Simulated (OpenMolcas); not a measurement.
# C2H6Cl2Si (SMILES C[Si](C)(Cl)Cl): levels of theory compared

We compute a comparison of 6 runs (HF/3-21G, B3LYP/def2-SVP, BLYP/def2-SVP, M06-2X/def2-SVP, TPSS/def2-SVP, revPBE/def2-SVP) of C2H6Cl2Si. 

The results are computed with OpenMolcas 26.06.

1 further run of the same task is left out (set aside as unsound or not needed).

### Step 1. Starting point

C2H6Cl2Si: 11 atoms, total charge 0, spin state singlet. As SMILES, `C[Si](C)(Cl)Cl`. Geometry: relaxed at PBE0-D4/def2-TZVP.

Bond lengths: C1–Si2 1.851 Å, Si2–C3 1.851 Å, Si2–Cl4 2.058 Å, Si2–Cl5 2.058 Å, C1–H6 1.093 Å, C1–H7 1.091 Å, C1–H8 1.093 Å, C3–H9 1.093 Å, C3–H10 1.091 Å, C3–H11 1.093 Å. Some angles: C1–Si2–C3 114.5°, C1–Si2–Cl4 108.6°, C1–Si2–Cl5 108.6°, C3–Si2–Cl4 108.6°, C3–Si2–Cl5 108.6°, Cl4–Si2–Cl5 107.7°, Si2–C1–H6 110.3°, Si2–C1–H7 110.5°, Si2–C1–H8 110.3°, Si2–C3–H9 110.3°.

### Step 2. Energy and forces at HF/3-21G (run 1)

mol.xyz

```xyz
11

C     -1.474780     0.260330     0.569630
Si     0.049440     0.400780    -0.470390
C      1.413930    -0.753620     0.009340
Cl    -0.457830     0.039560    -2.432040
Cl     0.750400     2.332220    -0.351670
H     -1.240880     0.476080     1.614990
H     -2.234960     0.966850     0.231850
H     -1.886320    -0.749770     0.503510
H      1.724400    -0.565080     1.039920
H      2.278000    -0.616910    -0.643230
H      1.078600    -1.790430    -0.071900
```

run.inp

```
* C2H6Cl2Si Hartree-Fock
>>> EXPORT MOLCAS_PRINT=2
&gateway
baslib
$CurrDir
coord
mol.xyz
basis
3-21G
group
NoSym
&seward
&scf
thresholds
1e-10 1e-07 1e-07 1e-05
prorbitals
1
&alaska
```

The basis set 3-21G is read from a file made from the Basis Set Exchange's data (not shown).

Run with:

```
export MOLCAS_MEM=1860
pymolcas run.inp > run.log
```

The log of the run:

```text
--- Start Module: gateway ---
[...]
--- Stop Module: gateway /rc=_RC_ALL_IS_WELL_ ---
[...]
      Basis functions           69
[...]
--- Start Module: scf ---
[...]
       Convergence after  11 Iterations
[...]
::    Total SCF energy                              -1280.9131858322
[...]
      Total spin, S                                     0.0000000000
[...]
      Total electronic charge=   66.000000
      Total            charge=   -0.000000
[...]
      Dipole Moment (debye):
      Origin of the operator (angstrom)=    0.0828    0.6716   -0.7882
                   X= -3.1426E-01               Y= -2.5477E+00               Z=  2.9902E+00           Total=  3.9409E+00
      Quadrupole Moment (debye*angstrom):
[...]
--- Stop Module: scf /rc=_RC_ALL_IS_WELL_ ---
[...]
--- Start Module: alaska ---
[...]
 *              Molecular gradients               *
 **************************************************
  Irreducible representation: a
 ------------------------------------------------------------------------------------------
                              X                       Y                       Z
 ------------------------------------------------------------------------------------------
  C1                1.43621326375349E-02    3.05451674176282E-04   -8.67701633094775E-03
  SI2               2.71292485362129E-03    2.19908829847402E-02   -2.58143059514140E-02
  C3               -1.31020483275970E-02    9.93769551243595E-03   -3.34714176839990E-03
  CL4               1.08994891442693E-02    8.49435305658464E-03    4.08252038865413E-02
  CL5              -1.48247547219107E-02   -4.03188898330455E-02   -3.46897446077321E-03
  H6                2.18514900026656E-03    1.24354372226132E-03    4.49857332783488E-03
  H7               -2.14718398829072E-03    3.82318281418348E-03   -2.97135625210199E-03
  H8               -1.06165847217499E-03   -4.92433826553640E-03   -1.09078399919701E-03
[...]
--- Stop Module: alaska /rc=_RC_ALL_IS_WELL_ ---
[...]
```

Wall time 4.2 s (1 thread of Arm Neoverse V1, shared host); peak memory 0.41 GiB.

### Step 3. Energy and gradient at B3LYP/def2-SVP (run 2)

mol.input

```
&GATEWAY
  BasLib = $CurrDir
  Coord
  11
  angstrom
  C       -1.474780       0.260330       0.569630
  Si       0.049440       0.400780      -0.470390
  C        1.413930      -0.753620       0.009340
  Cl      -0.457830       0.039560      -2.432040
  Cl       0.750400       2.332220      -0.351670
  H       -1.240880       0.476080       1.614990
  H       -2.234960       0.966850       0.231850
  H       -1.886320      -0.749770       0.503510
  H        1.724400      -0.565080       1.039920
  H        2.278000      -0.616910      -0.643230
  H        1.078600      -1.790430      -0.071900
  Basis = def2-SVP
  Group = NoSym

&SEWARD
  GridInput
  Grid=UltraFine
  End of Grid

&SCF
  KSDFT = B3LYP
  Thresholds = 1e-10 1e-07 1e-07 1e-05
  PrOrbitals = 1 2

&ALASKA
```

The basis set def2-SVP is read from a file made from the Basis Set Exchange's data (not shown).

Run with:

```
export MOLCAS_MEM=1860
pymolcas mol.input > mol.log
```

The log of the run:

```text
--- Start Module: gateway ---
[...]
--- Stop Module: gateway /rc=_RC_ALL_IS_WELL_ ---
[...]
      Basis functions          112
[...]
--- Start Module: scf ---
[...]
       Convergence after  16 Iterations
[...]
::    Total KS-DFT energy                           -1289.4567743245
[...]
      Total spin, S                                     0.0000000000
[...]
      Total electronic charge=   66.000000
      Total            charge=   -0.000000
[...]
      Dipole Moment (debye):
      Origin of the operator (angstrom)=    0.0828    0.6716   -0.7882
                   X= -1.8328E-01               Y= -1.4858E+00               Z=  1.7438E+00           Total=  2.2983E+00
      Quadrupole Moment (debye*angstrom):
[...]
--- Stop Module: scf /rc=_RC_ALL_IS_WELL_ ---
[...]
--- Start Module: alaska ---
[...]
 *              Molecular gradients               *
 **************************************************
  Irreducible representation: a
 ------------------------------------------------------------------------------------------
                              X                       Y                       Z
 ------------------------------------------------------------------------------------------
  C1               -8.81890766271098E-04    4.38995383770457E-04    2.88050666945594E-05
  SI2               3.08504364795792E-04    2.49951371558588E-03   -2.93682211017199E-03
  C3                9.07936533801390E-04   -1.96906158707044E-04   -3.15550433419798E-04
  CL4               2.91441959815764E-03    2.36983056481499E-03    1.07396073117876E-02
  CL5              -3.93222000073834E-03   -1.06223031926937E-02   -1.05014490697641E-03
  H6               -7.55304009554036E-04   -1.12395384543607E-03   -6.07379313867451E-03
  H7                4.57686805036861E-03   -3.88936310285093E-03    1.63069852040731E-03
  H8                2.77128871131449E-03    5.57098507431508E-03   -9.70677478451254E-07
[...]
--- Stop Module: alaska /rc=_RC_ALL_IS_WELL_ ---
[...]
```

It took 65 s on 1 thread of Arm Neoverse V1, shared host; peak memory 0.67 GiB.

### Step 4. Energy and forces at BLYP/def2-SVP (run 3)

calc.input

```
>>> EXPORT MOLCAS_PRINT=2
&GATEWAY
BasLib=$CurrDir
Coord
11
angstrom
C       -1.474780       0.260330       0.569630
Si       0.049440       0.400780      -0.470390
C        1.413930      -0.753620       0.009340
Cl      -0.457830       0.039560      -2.432040
Cl       0.750400       2.332220      -0.351670
H       -1.240880       0.476080       1.614990
H       -2.234960       0.966850       0.231850
H       -1.886320      -0.749770       0.503510
H        1.724400      -0.565080       1.039920
H        2.278000      -0.616910      -0.643230
H        1.078600      -1.790430      -0.071900
Basis=def2-SVP
Group=NoSym
&SEWARD
GridInput
Grid=UltraFine
End of Grid
&SCF
KSDFT=BLYP
Thresholds=1e-10 1e-07 1e-07 1e-05
PrOrbitals=1 1
&ALASKA
```

The basis set def2-SVP is read from a file made from the Basis Set Exchange's data (not shown).

Run with:

```
export MOLCAS_MEM=1860
pymolcas calc.input > calc.log
```

The log of the run:

```text
--- Start Module: gateway ---
[...]
--- Stop Module: gateway /rc=_RC_ALL_IS_WELL_ ---
[...]
      Basis functions          112
[...]
--- Start Module: scf ---
[...]
       Convergence after  14 Iterations
[...]
::    Total KS-DFT energy                           -1289.3268448232
[...]
      Total spin, S                                     0.0000000000
[...]
      Total electronic charge=   66.000000
      Total            charge=   -0.000000
[...]
      Dipole Moment (debye):
      Origin of the operator (angstrom)=    0.0828    0.6716   -0.7882
                   X= -1.7355E-01               Y= -1.4069E+00               Z=  1.6512E+00           Total=  2.1763E+00
      Quadrupole Moment (debye*angstrom):
[...]
--- Stop Module: scf /rc=_RC_ALL_IS_WELL_ ---
[...]
--- Start Module: alaska ---
[...]
 *              Molecular gradients               *
 **************************************************
  Irreducible representation: a
 ------------------------------------------------------------------------------------------
                              X                       Y                       Z
 ------------------------------------------------------------------------------------------
  C1               -7.90737866205760E-04    6.15370057964526E-04   -2.18427150699085E-04
  SI2               3.44726125489747E-04    2.79259201483661E-03   -3.28081122588486E-03
  C3                8.66188416458691E-04    2.61630058977502E-05   -5.37109642317013E-04
  CL4               4.49101728777634E-03    3.65584932963348E-03    1.65407320720306E-02
  CL5              -6.05818874505459E-03   -1.63620540048051E-02   -1.62406715972185E-03
  H6               -1.51633569162485E-03   -1.97010287506505E-03   -1.04509883913995E-02
  H7                7.77478338343585E-03   -6.71036074494191E-03    2.88497548154032E-03
  H8                4.62648594074411E-03    9.69362295193221E-03    1.27222276632644E-04
[...]
--- Stop Module: alaska /rc=_RC_ALL_IS_WELL_ ---
[...]
```

It took 59 s on 1 thread of Arm Neoverse V1, shared host; peak memory 0.67 GiB.

Runs 4 to 5 aren't shown in full; the table further down has their settings and results.

### Step 5. Energy and forces at revPBE/def2-SVP (run 6)

struct.xyz

```xyz
11

C     -1.474780     0.260330     0.569630
Si     0.049440     0.400780    -0.470390
C      1.413930    -0.753620     0.009340
Cl    -0.457830     0.039560    -2.432040
Cl     0.750400     2.332220    -0.351670
H     -1.240880     0.476080     1.614990
H     -2.234960     0.966850     0.231850
H     -1.886320    -0.749770     0.503510
H      1.724400    -0.565080     1.039920
H      2.278000    -0.616910    -0.643230
H      1.078600    -1.790430    -0.071900
```

test.inp

```
* C2H6Cl2Si Kohn-Sham DFT
>>> EXPORT MOLCAS_PRINT=2
&gateway
baslib=$CurrDir
coord=struct.xyz
basis=def2-SVP
group=NoSym
&seward
gridinput
Grid=UltraFine
End of Grid
&scf
ksdft=revPBE
thresholds=1e-10 1e-07 1e-07 1e-05
prorbitals=1 1
&alaska
```

The basis set def2-SVP is read from a file made from the Basis Set Exchange's data (not shown).

Run with:

```
export MOLCAS_MEM=1860
pymolcas test.inp > test.log
```

The log of the run:

```text
--- Start Module: gateway ---
[...]
--- Stop Module: gateway /rc=_RC_ALL_IS_WELL_ ---
[...]
      Basis functions          112
[...]
--- Start Module: scf ---
[...]
       Convergence after  15 Iterations
[...]
::    Total KS-DFT energy                           -1289.1485504970
[...]
      Total spin, S                                     0.0000000000
[...]
      Total electronic charge=   66.000000
      Total            charge=   -0.000000
[...]
      Dipole Moment (debye):
      Origin of the operator (angstrom)=    0.0828    0.6716   -0.7882
                   X= -1.8321E-01               Y= -1.4852E+00               Z=  1.7431E+00           Total=  2.2974E+00
      Quadrupole Moment (debye*angstrom):
[...]
--- Stop Module: scf /rc=_RC_ALL_IS_WELL_ ---
[...]
--- Start Module: alaska ---
[...]
 *              Molecular gradients               *
 **************************************************
  Irreducible representation: a
 ------------------------------------------------------------------------------------------
                              X                       Y                       Z
 ------------------------------------------------------------------------------------------
  C1               -8.64558203971910E-04    4.02754208702616E-04    5.89079069861498E-05
  SI2               2.70968687052453E-04    2.19555662877102E-03   -2.58013014565250E-03
  C3                8.83404552226352E-04   -2.18576875182563E-04   -2.77525760826070E-04
  CL4               3.94159043579201E-03    3.05434254340131E-03    1.47965796822724E-02
  CL5              -5.36663494936107E-03   -1.46087293427684E-02   -1.23160914699305E-03
  H6               -1.76198282811768E-03   -2.05899415472355E-03   -1.07038959186863E-02
  H7                8.02199536407056E-03   -7.00287125278987E-03    3.06384649229718E-03
  H8                4.60526982118070E-03    1.00310830343160E-02    2.60883702097758E-04
[...]
--- Stop Module: alaska /rc=_RC_ALL_IS_WELL_ ---
[...]
```

Run time: 61 s. Hardware: 1 thread of Arm Neoverse V1, shared host; peak memory 0.67 GiB.

### Step 6. Overview of the runs

| run | level | integration grid | energy (Eh) | dipole moment (D) | HOMO energy (eV) | LUMO energy (eV) | wall time |
| --- | --- | --- | --- | --- | --- | --- | --- |
| 1 | HF/3-21G | – | -1280.913186 | 3.94 | -12.07 | 4.46 | 4.2 s |
| 2 | B3LYP/def2-SVP | UltraFine | -1289.456774 | 2.30 | -8.19 | 1.22 | 65 s |
| 3 | BLYP/def2-SVP | UltraFine | -1289.326845 | 2.18 | -6.89 | 0.69 | 59 s |
| 4 | M06-2X/def2-SVP | UltraFine | -1289.325873 | 2.45 | -9.75 | 2.17 | 71 s |
| 5 | TPSS/def2-SVP | UltraFine | -1289.490150 | 2.35 | -7.28 | 0.61 | 82 s |
| 6 | revPBE/def2-SVP | UltraFine | -1289.148550 | 2.30 | -7.07 | 0.53 | 61 s |

### Step 7. Summary of results

| quantity | value |
| --- | --- |
| run 6: total energy | -1289.14855 Eh |
| run 6: dipole moment | 2.30 D |
| run 6: HOMO energy | -7.07 eV |
| run 6: LUMO energy | 0.53 eV |
| run 6: HOMO–LUMO gap | 7.61 eV |
| run 6: largest force on an atom | 0.803 eV/Å |

In words: The dipole moment (its size) runs from 2.18 D (BLYP/def2-SVP) to 3.94 D (HF/3-21G). The two ends differ in method and basis. The HOMO–LUMO gap runs from 7.57 eV (BLYP/def2-SVP) to 16.53 eV (HF/3-21G). Totals of different functionals can't be ranked against each other. All runs together took 5.7 min, the longest 82 s.
